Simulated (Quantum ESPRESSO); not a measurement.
**Sn3Se under changes of volume**

One of the cells (26.656 Å³/atom); the others are scaled copies at fixed shape and fractional positions:

```xyz
4
Lattice="4.7419 0.0000 0.0000 0.0000 4.7419 0.0000 0.0000 0.0000 4.7419" Properties=species:S:1:pos:R:3 pbc="T T T"
Sn    2.3709    2.3709    0.0000
Sn    2.3709    0.0000    2.3709
Sn    0.0000    2.3709    2.3709
Se    0.0000    0.0000    0.0000
```

The cell comes from a database or a generator and needn't be the stable form of this composition.

```yaml
Program: Quantum ESPRESSO 7.5
Functional: PBEsol
Potentials_or_basis: GBRV 1.5 PBEsol
Cutoff: 925 eV
Density_cutoff: 7401 eV
k_mesh: 6 × 6 × 6
Occupations: fermi-dirac, width 0.05 eV
Spin: no spin polarisation
```

```csv
volume (Å³/atom),energy over the lowest point (meV/atom),pressure (GPa)
25.056,0.00,0.2
25.590,?,?
26.123,4.61,-1.9
26.656,11.98,-2.9
27.189,22.26,-3.7
27.722,35.13,-4.4
28.255,50.31,-5.0
```

Task: What does the run at 25.590 Å³/atom give?

Result: Energy over the lowest point 0.49 meV/atom; pressure -0.9 GPa.

Worked out: A Birch-Murnaghan fit of order 3 (a polynomial in V^(-2/3)) to the other rows has its minimum at 25.25 Å³/atom with B0 = V·E''(V) = 56 GPa and B' = 4.4. It gives 0.48 meV/atom at 25.590 Å³/atom, against the run's 0.49, and -dE/dV = -0.7 GPa, against -0.9.

Energies are extrapolated to zero smearing.
